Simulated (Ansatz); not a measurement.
## CsC in Ansatz: convergence with ecutfock ratio

CsC:

```xyz
2
Lattice="0.0000 3.1101 3.1101 3.1101 0.0000 3.1101 3.1101 3.1101 0.0000" Properties=species:S:1:pos:R:3 pbc="T T T"
Cs    0.0000    0.0000    0.0000
C     1.5550    1.5550    1.5550
```

The cell was built by a generator and needn't be a form met in nature.

| Property | Result |
| --- | --- |
| Program | Ansatz 0.2.0 |
| Task | convergence study |
| Functional | HSE06 |
| Potentials or basis | Ansatz PAW |
| Cutoff | 420 eV |
| Density cutoff | 1680 eV |
| k mesh | 4 × 4 × 4 |
| Occupations | fermi-dirac, width 0.05 eV |
| Spin | no spin polarisation |

These are the settings of the first run; the series varies ecutfock ratio, with any setting tied to it.

Hardware: 2 threads of Arm Neoverse V1 (shared host).

```
ecutfock ratio  energy less the tightest run, at zero smearing (meV/atom)  SCF cycles  CPU time (s)  peak memory (GiB)
             1                                                       0.40          18            15               0.58
             2                                                       0.01          18            18               0.71
             3                                                       0.00          18            18               0.72
             4                                                       0.00          18            19               0.74
```

Against the tightest run, the energy stays within 1 meV/atom from 1 on. The tightest run that finished is the yardstick and may itself not be fully converged.

Caveat, for the tightest run too: the k mesh is coarse (spacing up to 0.44 Å⁻¹), so the values aren't converged, least of all with exact exchange. The run has no spin-orbit coupling, so splittings on Cs are missing.
